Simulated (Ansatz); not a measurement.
# Ge2Sb2S: the cost of one run

Program: Ansatz 0.2.0. Level of theory: DFT PBE, scalar-relativistic, plane waves, PAW. These are calculated values, not measurements.

## 1. The starting structure

It takes space group P6_3/mmc (No. 194, hexagonal). The conventional cell has a = 4.241 Å, b = 4.241 Å, c = 14.683 Å, α = 90.00°, β = 90.00°, γ = 120.00°. Ge (site symmetry 3m) has 6 Sb at 3.00 to 3.13 Å and 3 S at 3.13 Å as nearest neighbours. Around Sb (site symmetry -3m) lie 6 Ge at 3.00 Å. Around Sb (site symmetry -6m2) lie 3 S at 2.45 Å. Around S (site symmetry -6m2) lie 3 Sb at 2.45 Å and 6 Ge at 3.13 Å.

Structure file:

```cif
data_structure
_symmetry_space_group_name_H-M 'P 1'
_symmetry_Int_Tables_number 1
_cell_length_a 4.2413
_cell_length_b 4.2413
_cell_length_c 14.6827
_cell_angle_alpha 90.000
_cell_angle_beta 90.000
_cell_angle_gamma 120.000
_cell_volume 228.73
loop_
_atom_site_label
_atom_site_type_symbol
_atom_site_fract_x
_atom_site_fract_y
_atom_site_fract_z
_atom_site_occupancy
Ge1 Ge 0.66667 0.33333 0.88241 1
Ge2 Ge 0.33333 0.66667 0.11759 1
Ge3 Ge 0.33333 0.66667 0.38241 1
Ge4 Ge 0.66667 0.33333 0.61759 1
Sb1 Sb 0.00000 0.00000 0.00000 1
Sb2 Sb 0.00000 0.00000 0.50000 1
Sb3 Sb 0.66667 0.33333 0.25000 1
Sb4 Sb 0.33333 0.66667 0.75000 1
S1 S 0.00000 0.00000 0.75000 1
S2 S 0.00000 0.00000 0.25000 1
```

Recipe of the guess: species swapped into a database cell of Er2NiAs2 (P6_3/mmc, No. 194), with Ge on the Er sites, S on the Ni sites and Sb on the As sites. The dimensions are guesses.

## 2. Probe: one point on a coarse mesh

input.yaml

```yaml
crystal:
  lattice:
    - [4.24128203, 0.0, 0.0]
    - [-2.12064101, 3.67305798, 0.0]
    - [0.0, 0.0, 14.68271653]
  atoms:
    - { symbol: Ge, position: [0.66666667, 0.33333333, 0.88240558] }
    - { symbol: Ge, position: [0.33333333, 0.66666667, 0.11759442] }
    - { symbol: Ge, position: [0.33333333, 0.66666667, 0.38240558] }
    - { symbol: Ge, position: [0.66666667, 0.33333333, 0.61759442] }
    - { symbol: Sb, position: [0.0, 0.0, 0.0] }
    - { symbol: Sb, position: [0.0, 0.0, 0.5] }
    - { symbol: Sb, position: [0.66666667, 0.33333333, 0.25] }
    - { symbol: Sb, position: [0.33333333, 0.66666667, 0.75] }
    - { symbol: S, position: [0.0, 0.0, 0.75] }
    - { symbol: S, position: [0.0, 0.0, 0.25] }
basis:
  ecutwfc: 420
kpoints:
  mp_grid: { grid: [6, 6, 2] }
hamiltonian:
  xc: pbe
scf:
  occupations: { method: gaussian, width: 0.1 }
  lower_state_search: "off"
output:
  forces: true
  stress: true
  eigenvalues: true
```

Started as:

```bash
> ansatz run input.yaml --threads 1 --pin off --max-ram 2560MiB --backend cpu --events-out ev --progress --plain --runs-dir out
```

What time and memory should one allow on 1 thread of Arm Neoverse V2, shared host?

About 13 s, with a peak of 0.56 GiB.
